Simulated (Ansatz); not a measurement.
# C₆H₁₇GeN: a ladder of functionals and wavefunction methods

The task here is to estimate one member of a computed series from the others.

Method: functionals in def2-TZVPP, the program's frozen cores in correlated methods; program: Ansatz 0.2.0, Gaussian basis.

The runs, in order: LDA (SPW92), PBE-D4, revPBE-D4, BLYP-D4, r2SCAN-D4, B97M-V, PBE0-D4, B3LYP-D4, r2SCANh-D4, r2SCAN0-D4, HSE06-D4, BHLYP-D4, CAM-B3LYP-D4, LC-ωPBE, ωB97X-V, ωB97M-V, B2PLYP, PBE-QIDH; CCSD(T)/def2-SVP; CCSD(T)/def2-TZVPP; MP2/def2-QZVPP; extrapolation to the limit; RPA on PBE.

## Structure used throughout

An earlier PBE0-D4 in a triple-zeta def2 set relaxation fixed the geometry.

SMILES `C[CH2][GeH]([CH2]C)[N](C)C`, 25 atoms, charge 0, spin multiplicity 1.

Atoms are counted from 1 here; the program's logs count them from 0.

Bond lengths: C1–C2 1.523 Å, C1–H9 1.093 Å, C1–H10 1.093 Å, C1–H11 1.094 Å, C2–Ge3 1.961 Å, C2–H12 1.095 Å, C2–H13 1.094 Å, Ge3–C4 1.958 Å, Ge3–N6 1.853 Å, Ge3–H14 1.559 Å, C4–C5 1.523 Å, C4–H15 1.094 Å, C4–H16 1.095 Å, C5–H17 1.092 Å, C5–H18 1.093 Å, C5–H19 1.094 Å, N6–C7 1.442 Å, N6–C8 1.441 Å and more. Angles: C2–C1–H9 111.3°, C2–C1–H10 111.9°, C2–C1–H11 111.5°, H9–C1–H10 107.0°, H9–C1–H11 107.5°, H10–C1–H11 107.4°, C1–C2–Ge3 114.6°, C1–C2–H12 110.2°, C1–C2–H13 111.1°, Ge3–C2–H12 106.9°, Ge3–C2–H13 107.5°, H12–C2–H13 106.1°, C2–Ge3–C4 112.0°, C2–Ge3–N6 108.3°, C2–Ge3–H14 109.2°, C4–Ge3–N6 106.8°, C4–Ge3–H14 109.9°, N6–Ge3–H14 110.8° and more.

Coordinates:

```xyz
25

C    -0.6449   -2.9500    0.1817
C    -0.0705   -1.8229   -0.6666
Ge   -0.7207   -0.0340   -0.1938
C    -0.7385    1.1711   -1.7374
C     0.6476    1.3978   -2.3257
N     0.4475    0.7000    1.0436
C     0.1368    2.0304    1.5055
C     0.9157   -0.1449    2.1135
H    -1.7349   -2.9846    0.1111
H    -0.3976   -2.8305    1.2395
H    -0.2635   -3.9251   -0.1346
H    -0.3162   -1.9816   -1.7214
H     1.0218   -1.8030   -0.6084
H    -2.1563   -0.1510    0.4034
H    -1.1948    2.1185   -1.4367
H    -1.4132    0.7341   -2.4804
H     1.3304    1.8131   -1.5810
H     1.0899    0.4625   -2.6796
H     0.6175    2.0860   -3.1752
H    -0.6672    2.0574    2.2617
H     1.0239    2.4900    1.9599
H    -0.1685    2.6682    0.6723
H     1.2069   -1.1261    1.7332
H     0.1713   -0.2987    2.9147
H     1.8040    0.2990    2.5812
```

The first run:

Contents of in.yaml:

```yaml
crystal:
  periodic: [false, false, false]
  atoms:
    - {symbol: C, position_ang: [-0.644944, -2.950046, 0.181699]}
    - {symbol: C, position_ang: [-0.070539, -1.822933, -0.666575]}
    - {symbol: Ge, position_ang: [-0.720715, -0.033985, -0.193820]}
    - {symbol: C, position_ang: [-0.738498, 1.171105, -1.737368]}
    - {symbol: C, position_ang: [0.647647, 1.397846, -2.325730]}
    - {symbol: N, position_ang: [0.447473, 0.699953, 1.043611]}
    - {symbol: C, position_ang: [0.136847, 2.030370, 1.505457]}
    - {symbol: C, position_ang: [0.915712, -0.144892, 2.113528]}
    - {symbol: H, position_ang: [-1.734910, -2.984550, 0.111088]}
    - {symbol: H, position_ang: [-0.397572, -2.830457, 1.239486]}
    - {symbol: H, position_ang: [-0.263545, -3.925112, -0.134585]}
    - {symbol: H, position_ang: [-0.316161, -1.981567, -1.721425]}
    - {symbol: H, position_ang: [1.021829, -1.802963, -0.608414]}
    - {symbol: H, position_ang: [-2.156347, -0.151041, 0.403367]}
    - {symbol: H, position_ang: [-1.194763, 2.118514, -1.436744]}
    - {symbol: H, position_ang: [-1.413228, 0.734132, -2.480362]}
    - {symbol: H, position_ang: [1.330432, 1.813068, -1.580956]}
    - {symbol: H, position_ang: [1.089916, 0.462527, -2.679647]}
    - {symbol: H, position_ang: [0.617467, 2.086029, -3.175167]}
    - {symbol: H, position_ang: [-0.667187, 2.057402, 2.261693]}
    - {symbol: H, position_ang: [1.023920, 2.490009, 1.959880]}
    - {symbol: H, position_ang: [-0.168453, 2.668153, 0.672279]}
    - {symbol: H, position_ang: [1.206941, -1.126138, 1.733166]}
    - {symbol: H, position_ang: [0.171271, -0.298695, 2.914718]}
    - {symbol: H, position_ang: [1.804007, 0.298969, 2.581220]}
basis:
  gaussian: {orbitals: def2-TZVPP}
hamiltonian: {xc: lda}
output: {orbitals: {seedname: orbitals}}
```

Launch:

```
> ansatz run in.yaml --threads 4 --pin off --events-out ev --progress --plain --max-ram 66560MiB --backend cuda --devices 0, --max-vram 37GiB
```

Among the steps run: LDA; PBE-D4 (GGA); revPBE-D4 (GGA); BLYP-D4 (GGA); r2SCAN-D4 (meta-GGA); B97M-V (meta-GGA); B3LYP-D4 (hybrid); r2SCANh-D4 (hybrid); r2SCAN0-D4 (hybrid); HSE06-D4 (hybrid); BHLYP-D4 (hybrid); CAM-B3LYP-D4 (range-separated); LC-ωPBE (range-separated); ωB97X-V (range-separated); ωB97M-V (range-separated); B2PLYP (double hybrid); PBE-QIDH (double hybrid).

One table of the session follows, with a row left open; its other results are not shown here.

It belongs to the step «Orbital energies across the functionals». 

```
  functional  HOMO (eV)  LUMO (eV)  gap (eV)
 LDA (SPW92)      -4.78       0.05      4.82
      PBE-D4      -4.68       0.26      4.93
   revPBE-D4      -4.63       0.37      5.00
     BLYP-D4      -4.58       0.28      4.86
   r2SCAN-D4      -4.91       0.87      5.77
      B97M-V      -5.09       0.34      5.43
     PBE0-D4      -5.98       1.06      7.04
    B3LYP-D4          ?          ?         ?
  r2SCANh-D4      -5.40       1.13      6.53
  r2SCAN0-D4      -6.15       1.48      7.63
    HSE06-D4      -5.58       0.69      6.27
    BHLYP-D4      -7.25       1.68      8.93
CAM-B3LYP-D4      -7.35       1.84      9.19
     LC-ωPBE      -8.65       3.14     11.80
     ωB97X-V      -8.36       2.89     11.25
     ωB97M-V      -8.29       2.48     10.77
```

Q: Estimate the row for B3LYP-D4 from the others.

Worked estimate for «HOMO (eV)». Against the share of exact exchange, BLYP-D4 (0, -4.58), BHLYP-D4 (0.5, -7.25) give a slope of -5.34 per unit share; at 0.2 the line stands at -5.65.

The run gave: HOMO (eV): -5.78; LUMO (eV): 0.75; gap (eV): 6.53. In «HOMO (eV)» the line misses by +0.13.
